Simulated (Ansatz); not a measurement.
# In started on a C site in zincblende SiC, 16 atoms, charge 0

Aim: a base single point, then the same cell under other settings, to see what each one moves.

All numbers are computed with Ansatz 0.2.0 (PAW, plane waves).

2 further runs of the same task are left out: 2 for a known fault of the program.

## 1. Starting point

16 atoms (8 Si, 7 C, 1 In); a = 8.714 Å, b = 4.357 Å, c = 4.357 Å, α = 90.00°, β = 90.00°, γ = 90.00°. All atoms were shaken off their sites by about 0.10 Å along each axis. Defect site 1: (0.625, 0.250, 0.250). Starting moments add up to 1 μB.

## 2. PBEsol on the given atoms

File in.yaml:

```yaml
crystal:
  lattice:
    - [8.713706, 0.000000, 0.000000]
    - [0.000000, 4.356853, 0.000000]
    - [0.000000, 0.000000, 4.356853]
  atoms:
    - { symbol: Si, position: [0.999722, 0.027716, 0.983771] }
    - { symbol: Si, position: [0.511623, 0.980212, 0.999357], spin: 0.2 }
    - { symbol: Si, position: [0.256899, 0.488748, 0.016542] }
    - { symbol: Si, position: [0.754033, 0.487595, 0.051322], spin: 0.2 }
    - { symbol: Si, position: [0.242274, 0.987992, 0.508136] }
    - { symbol: Si, position: [0.732791, 0.010569, 0.455390], spin: 0.2 }
    - { symbol: Si, position: [0.008625, 0.502859, 0.501839] }
    - { symbol: Si, position: [0.507849, 0.464917, 0.461100], spin: 0.2 }
    - { symbol: C, position: [0.114200, 0.242207, 0.250680] }
    - { symbol: C, position: [0.375076, 0.739881, 0.259225] }
    - { symbol: C, position: [0.864024, 0.772727, 0.239254] }
    - { symbol: C, position: [0.365978, 0.250301, 0.767600] }
    - { symbol: C, position: [0.889289, 0.238012, 0.753223] }
    - { symbol: C, position: [0.129780, 0.724177, 0.737103] }
    - { symbol: C, position: [0.611743, 0.731610, 0.773638] }
    - { symbol: In, position: [0.620320, 0.298356, 0.283739], spin: 0.2 }
kpoints:
  mp_grid: { grid: [2, 2, 2], shift: [0.5, 0.5, 0.5] }
hamiltonian:
  xc: pbesol
magnetization:
  spin_polarized: true
scf:
  occupations: { method: fermi_dirac, width: 0.01 }
output:
  forces: true
  eigenvalues: true
  stress: true
  populations: true
  write_density: true
  write_potential: true
  elf: true
  volumetric_format: npy
```

Launch:

```bash
ansatz run in.yaml --threads 8 --pin off --max-ram 13300MiB --runs-dir r --events-out ev --progress --plain
```

## 3. Changed settings: density cutoff ratio 8, accuracy high

Changes to in.yaml since step 2:

```diff
@@ -1 +1,2 @@
+accuracy: high
 crystal:
@@ -24,2 +25,3 @@
   mp_grid: { grid: [2, 2, 2], shift: [0.5, 0.5, 0.5] }
+basis: { ecutrho_ratio: 8 }
 hamiltonian:
@@ -30,2 +32,3 @@
   occupations: { method: fermi_dirac, width: 0.01 }
+  max_iter: 80
 output:
@@ -34,6 +37 @@
   stress: true
-  populations: true
-  write_density: true
-  write_potential: true
-  elf: true
-  volumetric_format: npy
```

## 4. Run again with at most 9 cycles

Changes to in.yaml since step 3:

```diff
@@ -1,2 +1 @@
-accuracy: high
 crystal:
@@ -25,3 +24,2 @@
   mp_grid: { grid: [2, 2, 2], shift: [0.5, 0.5, 0.5] }
-basis: { ecutrho_ratio: 8 }
 hamiltonian:
@@ -32,3 +30,3 @@
   occupations: { method: fermi_dirac, width: 0.01 }
-  max_iter: 80
+  max_iter: 9
 output:
```

## 5. Run again with accuracy low, dispersion D3(BJ), smearing width 1.0 eV

Changes to in.yaml since step 4:

```diff
@@ -1 +1,2 @@
+accuracy: low
 crystal:
@@ -26,2 +27,3 @@
   xc: pbesol
+  dispersion: d3bj
 magnetization:
@@ -29,4 +31,4 @@
 scf:
-  occupations: { method: fermi_dirac, width: 0.01 }
-  max_iter: 9
+  occupations: { method: fermi_dirac, width: 1 }
+  max_iter: 70
 output:
```

## 6. Run again with density cutoff ratio 6, occupations tetrahedron

Changes to in.yaml since step 5:

```diff
@@ -1,2 +1 @@
-accuracy: low
 crystal:
@@ -25,5 +24,5 @@
   mp_grid: { grid: [2, 2, 2], shift: [0.5, 0.5, 0.5] }
+basis: { ecutrho_ratio: 6 }
 hamiltonian:
   xc: pbesol
-  dispersion: d3bj
 magnetization:
@@ -31,4 +30,4 @@
 scf:
-  occupations: { method: fermi_dirac, width: 1 }
-  max_iter: 70
+  occupations: { method: tetrahedron }
+  max_iter: 80
 output:
```

## 7. Run again with occupations Fermi–Dirac

Changes to in.yaml since step 6:

```diff
@@ -24,3 +24,2 @@
   mp_grid: { grid: [2, 2, 2], shift: [0.5, 0.5, 0.5] }
-basis: { ecutrho_ratio: 6 }
 hamiltonian:
@@ -30,4 +29,4 @@
 scf:
-  occupations: { method: tetrahedron }
-  max_iter: 80
+  occupations: { method: fermi_dirac, width: 0.01 }
+  max_iter: 60
 output:
```

## 8. Changed settings: at most 14 cycles

Changes to in.yaml since step 7:

```diff
@@ -30,3 +30,3 @@
   occupations: { method: fermi_dirac, width: 0.01 }
-  max_iter: 60
+  max_iter: 14
 output:
```

Q: Predict the outcome of this session. Wanted: for each run, settings; status; energy from base; forces from base.

**Answer**, as computed:

| settings | status | cycles | time | energy from base (meV/atom) | forces from base (eV/Å rms) | filled to empty level on the mesh (eV) |
| --- | --- | --- | --- | --- | --- | --- |
| base | converged | 14 | 3.5 s (8 CPU threads) | 0 | 0 | none |
| density cutoff ratio 8, accuracy high | converged | 14 | 5.3 s (8 CPU threads) | 0.0 | 0.000 | - |
| at most 9 cycles | not converged | - | 2.5 s (8 CPU threads) | - | - | - |
| accuracy low, dispersion D3(BJ), smearing width 1.0 eV | converged, settings too loose | 14 | 2.5 s (8 CPU threads) | - | 0.393 | - |
| density cutoff ratio 6, occupations tetrahedron | converged | 29 | 4.3 s (8 CPU threads) | +0.8 | 0.161 | - |
| occupations Fermi–Dirac | converged | 14 | 2.2 s (8 CPU threads) | 0.0 | 0.000 | - |
| at most 14 cycles | converged | 13 | 2 s (8 CPU threads) | 0.0 | 0.000 | - |

The base run shows no spacing between filled and empty levels on this coarse mesh with displaced atoms and smearing, so occupations can shift between runs, and part of each change may come from that and not from the setting itself.

Among these variants the forces move most with accuracy low, dispersion D3(BJ), smearing width 1.0 eV (0.393 eV/Å rms). 1 of 6 variants gave no result: at most 9 cycles (not converged).
